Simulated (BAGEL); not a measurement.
# singlet GeNH4O+: a chain of runs

Wanted: the energy (singlet GeNH4O+, HF/def2-SVP), then a single-point energy (doublet GeNH4O, NEVPT2(3,3)/def2-SVP), then the energy (doublet GeNH4O, CASPT2(3,3)/def2-SVP) of GeH4NO. 

The results are computed with BAGEL 1.2.2.

3 further runs of the same task are left out: 3 set aside as unsound or not needed.

### Step 1. Starting point

GeNH4O+ has 7 atoms, charge +1, and is taken as a singlet. As SMILES of the parent species, `[NH][GeH2][OH]`. The O3–H7 distance was set to 1.297 Å, away from the relaxed value. That shape belongs to the parent species and isn't relaxed for this state.

Bond lengths: N1–Ge2 1.860 Å, Ge2–O3 1.772 Å, N1–H4 1.025 Å, Ge2–H5 1.544 Å, Ge2–H6 1.536 Å. Angles: N1–Ge2–O3 106.5°, N1–Ge2–H5 107.6°, N1–Ge2–H6 113.8°, O3–Ge2–H5 110.8°, O3–Ge2–H6 105.4°, Ge2–N1–H4 110.2°, H5–Ge2–H6 112.6°. A long bond or contact: O3–H7 1.297 Å.

### Step 2. A single-point energy at HF/def2-SVP (density fitting with svp-jkfit) (run 1)

calc.json reads:

```json
{ "bagel": [

{
  "title": "molecule",
  "basis": "svp",
  "df_basis": "svp-jkfit",
  "angstrom": "false",
  "geometry": [
    { "atom": "N", "xyz": [    -2.31368051,    -0.80250054,    -0.83426117 ] },
    { "atom": "Ge", "xyz": [     0.08967317,     1.06360400,     0.92620769 ] },
    { "atom": "O", "xyz": [     2.72829776,    -0.95159994,     1.35498654 ] },
    { "atom": "H", "xyz": [    -4.00252875,     0.14670889,    -0.87281158 ] },
    { "atom": "H", "xyz": [     0.80153300,     3.36415659,    -0.72068863 ] },
    { "atom": "H", "xyz": [    -0.74199529,     1.82006137,     3.60130399 ] },
    { "atom": "H", "xyz": [     3.05152975,    -2.44530561,    -0.56068174 ] }
  ]
},

{
  "title": "hf",
  "charge": 1
},

{
  "title": "print",
  "file": "orbitals.molden",
  "orbitals": "true"
}

]}
```

Run with:

```
$ BAGEL_NUM_THREADS=1 BAGEL calc.json > calc.out
```

What it wrote:

```text
* using 1 threads per process

  ===============================================================
  ===============================================================

  *** Geometry ***

  { "atom" : "N", "xyz" : [     -2.313681,     -0.802501,     -0.834261 ] },
  { "atom" : "Ge", "xyz" : [      0.089673,      1.063604,      0.926208 ] },
  { "atom" : "O", "xyz" : [      2.728298,     -0.951600,      1.354987 ] },
  { "atom" : "H", "xyz" : [     -4.002529,      0.146709,     -0.872812 ] },
  { "atom" : "H", "xyz" : [      0.801533,      3.364157,     -0.720689 ] },
  { "atom" : "H", "xyz" : [     -0.741995,      1.820061,      3.601304 ] },
  { "atom" : "H", "xyz" : [      3.051530,     -2.445306,     -0.560682 ] },

  Number of auxiliary basis functions:      492

  Since a DF basis is specified, we compute 2- and 3-index integrals:
    o Being stored without compression. Storage requirement is 0.025 GB

  Number of basis functions:       80
  Number of electrons      :       51

    * METHOD: MOLECULE                             0.38

  *** RHF ***

  === Nuclear Repulsion ===
   202.0404948745

      * DIIS with orbital gradients will be used.

  === RHF iteration (svp) ===
      0      -2205.84036554          0.02252862           0.12
      1      -2205.97858507          0.01820185           0.11
      2      -2206.12688091          0.00304824           0.11
      3      -2206.13851311          0.00148710           0.11
      4      -2206.14098085          0.00065683           0.11
      5      -2206.14185692          0.00019618           0.11
      6      -2206.14190978          0.00007413           0.11
      7      -2206.14191568          0.00003385           0.11
      8      -2206.14191752          0.00001921           0.11
      9      -2206.14191833          0.00000909           0.11
     10      -2206.14191847          0.00000428           0.13
     11      -2206.14191850          0.00000224           0.12
     12      -2206.14191850          0.00000097           0.11
     13      -2206.14191851          0.00000064           0.11
     14      -2206.14191851          0.00000051           0.12
     15      -2206.14191851          0.00000042           0.12
     16      -2206.14191851          0.00000032           0.12
     17      -2206.14191851          0.00000022           0.12
     18      -2206.14191851          0.00000012           0.12
     19      -2206.14191851          0.00000006           0.12
     20      -2206.14191851          0.00000003           0.12
     21      -2206.14191851          0.00000002           0.12
     22      -2206.14191851          0.00000001           0.13
    * SCF iteration converged.

    * Permanent dipole moment:
           (    2.091995,    -0.087866,     1.251969) a.u.

    * METHOD: HF                                   3.10

    * METHOD: PRINT                                0.03

  ===============================================================
```

Run time: 3.9 s. Hardware: 1 thread of Intel Xeon Platinum 8259CL at 2.50GHz (Skylake/Cascade Lake), shared host; peak memory 0.15 GiB.

### Step 3. Doublet neutral GeNH4O: a single-point energy at NEVPT2(3,3)/def2-SVP (density fitting with svp-jkfit) (run 2)

input.json reads:

```json
{ "bagel": [

{
  "title": "molecule",
  "basis": "svp",
  "df_basis": "svp-jkfit",
  "geometry": [
    { "atom": "N", "xyz": [    -2.31368051,    -0.80250054,    -0.83426117 ] },
    { "atom": "Ge", "xyz": [     0.08967317,     1.06360400,     0.92620769 ] },
    { "atom": "O", "xyz": [     2.72829776,    -0.95159994,     1.35498654 ] },
    { "atom": "H", "xyz": [    -4.00252875,     0.14670889,    -0.87281158 ] },
    { "atom": "H", "xyz": [     0.80153300,     3.36415659,    -0.72068863 ] },
    { "atom": "H", "xyz": [    -0.74199529,     1.82006137,     3.60130399 ] },
    { "atom": "H", "xyz": [     3.05152975,    -2.44530561,    -0.56068174 ] }
  ]
},

{ "title": "hf", "charge": 1 },

{ "title": "casscf", "nstate": 1, "nact": 3, "nclosed": 24, "nspin": 1, "active": [22, 26, 28], "maxiter": 200, "natocc": true },

{
  "title": "nevpt2",
  "nstate": 1,
  "nact": 3,
  "nclosed": 24,
  "nspin": 1,
  "active": [22, 26, 28],
  "maxiter": 200,
  "natocc": true,
  "ncore": 11
},

{ "title": "print", "file": "orbitals.molden", "orbitals": true }

]}
```

Run with:

```
$ BAGEL_NUM_THREADS=1 BAGEL input.json > input.out
```

What it wrote:

```text
* using 1 threads per process

  ===============================================================
  ===============================================================

  *** Geometry ***

  { "atom" : "N", "xyz" : [     -2.313681,     -0.802501,     -0.834261 ] },
  { "atom" : "Ge", "xyz" : [      0.089673,      1.063604,      0.926208 ] },
  { "atom" : "O", "xyz" : [      2.728298,     -0.951600,      1.354987 ] },
  { "atom" : "H", "xyz" : [     -4.002529,      0.146709,     -0.872812 ] },
  { "atom" : "H", "xyz" : [      0.801533,      3.364157,     -0.720689 ] },
  { "atom" : "H", "xyz" : [     -0.741995,      1.820061,      3.601304 ] },
  { "atom" : "H", "xyz" : [      3.051530,     -2.445306,     -0.560682 ] },

  Number of auxiliary basis functions:      492

  Since a DF basis is specified, we compute 2- and 3-index integrals:
    o Being stored without compression. Storage requirement is 0.025 GB

  Number of basis functions:       80
  Number of electrons      :       51

    * METHOD: MOLECULE                             0.51

  *** RHF ***

  === Nuclear Repulsion ===
   202.0404948745

      * DIIS with orbital gradients will be used.

  === RHF iteration (svp) ===
      0      -2205.84036554          0.02252862           0.09
      1      -2205.97858507          0.01820185           0.09
      2      -2206.12688091          0.00304824           0.08
[... 19 lines of this table left out ...]
     22      -2206.14191851          0.00000001           0.09
    * SCF iteration converged.

    * Permanent dipole moment:
           (    2.091995,    -0.087866,     1.251969) a.u.

    * METHOD: HF                                   2.37

  ---------------------------
      CASSCF calculation
  ---------------------------

    ==== Active orbitals : =====
         Orbital 22
         Orbital 26
         Orbital 28
    ============================

    * nstate   :      1
    * nclosed  :     24
    * nact     :      3
    * nvirt    :     53
  === CASSCF iteration (svp) ===

    * Using the second-order algorithm

      0  0     -2206.46540700     2.25e-02      0.03

      1  0     -2206.54185082     1.54e-03      0.87
[... 29 lines of this table left out ...]
     16  0     -2206.57852382     7.09e-09      0.58

    * Second-order optimization converged. *

     guess   0:   closed 1..                  open .1.

  === FCI iteration ===

      0  0     -2206.54063022     6.78e-02      0.00
      1  0     -2206.57800191     6.51e-03      0.00
      2  0     -2206.57852375     8.60e-05      0.00
[... 4 lines of this table left out ...]
      7  0 *   -2206.57852382     6.08e-16      0.00

     * ci vector, state   0, <S^2> = 0.7500
       2a.    -0.9830325772
       .a2    -0.1834177000

    * METHOD: CASSCF                              12.92

    * freezing 11 orbitals

  === DF-NEVPT2 calculation ===

    * 3-index integral transformation done
    * assembly done

      NEVPT2 correlation energy:   -0.5361106723      0.42

          (+0)     -0.3995956622
          (+0)'    -0.0438924901
          (+1)     -0.0159661799
          (+1)'    -0.0000262802
          (+2)     -0.0006591052
          (-1)     -0.0707999788
          (-1)'    -0.0000314313
          (-2)     -0.0051395445

      NEVPT2 total energy:       -2207.1146344914

    * METHOD: NEVPT2                               0.66

    * METHOD: PRINT                                0.03

  ===============================================================
```

Run time: 17 s. Hardware: 1 thread of Intel Xeon Platinum 8259CL at 2.50GHz (Skylake/Cascade Lake), shared host; peak memory 0.15 GiB.

### Step 4. Doublet neutral GeNH4O: a single-point energy at CASPT2(3,3)/def2-SVP (density fitting with svp-jkfit) (run 3)

input.json reads:

```json
{ "bagel": [

{
  "title": "molecule",
  "basis": "svp",
  "df_basis": "svp-jkfit",
  "angstrom": false,
  "geometry": [
    { "atom": "N", "xyz": [ -2.31368051, -0.80250054, -0.83426117 ] },
    { "atom": "Ge", "xyz": [  0.08967317,  1.06360400,  0.92620769 ] },
    { "atom": "O", "xyz": [  2.72829776, -0.95159994,  1.35498654 ] },
    { "atom": "H", "xyz": [ -4.00252875,  0.14670889, -0.87281158 ] },
    { "atom": "H", "xyz": [  0.80153300,  3.36415659, -0.72068863 ] },
    { "atom": "H", "xyz": [ -0.74199529,  1.82006137,  3.60130399 ] },
    { "atom": "H", "xyz": [  3.05152975, -2.44530561, -0.56068174 ] }
  ]
},
{ "title": "hf", "charge": 1 },
{ "title": "casscf", "nstate": 1, "nact": 3, "nclosed": 24, "nspin": 1, "active": [22, 26, 28], "maxiter": 200, "natocc": true },
{ "title": "print", "file": "orbitals.molden", "orbitals": true },
{ "title": "smith", "method": "caspt2", "ms": true, "xms": true, "sssr": true, "shift": 0.2, "shift_imag": true, "ncore": 11 }

]}
```

Run with:

```
$ BAGEL_NUM_THREADS=1 BAGEL input.json > input.out
```

What it wrote:

```text
* using 1 threads per process

  ===============================================================
  ===============================================================

  *** Geometry ***

  { "atom" : "N", "xyz" : [     -2.313681,     -0.802501,     -0.834261 ] },
  { "atom" : "Ge", "xyz" : [      0.089673,      1.063604,      0.926208 ] },
  { "atom" : "O", "xyz" : [      2.728298,     -0.951600,      1.354987 ] },
  { "atom" : "H", "xyz" : [     -4.002529,      0.146709,     -0.872812 ] },
  { "atom" : "H", "xyz" : [      0.801533,      3.364157,     -0.720689 ] },
  { "atom" : "H", "xyz" : [     -0.741995,      1.820061,      3.601304 ] },
  { "atom" : "H", "xyz" : [      3.051530,     -2.445306,     -0.560682 ] },

  Number of auxiliary basis functions:      492

  Since a DF basis is specified, we compute 2- and 3-index integrals:
    o Being stored without compression. Storage requirement is 0.025 GB

  Number of basis functions:       80
  Number of electrons      :       51

    * METHOD: MOLECULE                             0.53

  *** RHF ***

[... 11 lines left out ...]
    * SCF iteration converged.
[... 1 line left out ...]
    * Permanent dipole moment:
[... 28 lines left out ...]
    * Second-order optimization converged. *
[... 11 lines left out ...]
     * ci vector, state   0, <S^2> = 0.7500
[... 16 lines left out ...]
    * Zeroth order energy : state  0       -1.2635944198
[... 3 lines left out ...]
      -------------------------------------------  CASPT2 iteration  ---------------------------------------------------
       #      aibj      arbs      arbi      airj      risj      airs      arst      rist         Etot      error   time
      ------------------------------------------------------------------------------------------------------------------

       0  -0.39869  -0.00606  -0.07445  -0.01702  -0.00083  -0.04021  -0.00004  -0.00003   -0.5373346  0.0017471   0.15
       1  -0.39886  -0.00610  -0.07469  -0.01711  -0.00088  -0.04083  -0.00004  -0.00004   -0.5385383  0.0002591   0.14
       2  -0.39887  -0.00610  -0.07465  -0.01711  -0.00088  -0.04087  -0.00004  -0.00004   -0.5385710  0.0000533   0.14
       3  -0.39887  -0.00610  -0.07465  -0.01711  -0.00089  -0.04088  -0.00004  -0.00004   -0.5385722  0.0000109   0.14
       4  -0.39887  -0.00610  -0.07465  -0.01711  -0.00089  -0.04088  -0.00004  -0.00004   -0.5385723  0.0000022   0.15
       5  -0.39887  -0.00610  -0.07465  -0.01711  -0.00089  -0.04088  -0.00004  -0.00004   -0.5385723  0.0000005   0.15

      ------------------------------------------------------------------------------------------------------------------

    * CASPT2 energy : state  0    -2207.1193133932
        w/o shift correction      -2207.1170960948
        reference weight              0.8690230535

    * METHOD: SMITH                                1.26

  ===============================================================
```

Wall time 17 s (1 thread of Intel Xeon Platinum 8259CL at 2.50GHz (Skylake/Cascade Lake), shared host); peak memory 0.19 GiB.

### Step 5. Summary of results

| quantity | value |
| --- | --- |
| run 1, HF/def2-SVP: total energy | -2206.14192 Eh |
| run 1, HF/def2-SVP: HOMO energy | -17.88 eV |
| run 1, HF/def2-SVP: LUMO energy | -8.68 eV |
| run 1, HF/def2-SVP: HOMO–LUMO gap | 9.20 eV |
| doublet neutral GeNH4O, run 2: total energy | -2207.11463 Eh |
| doublet neutral GeNH4O, run 3: total energy | -2207.11931 Eh |
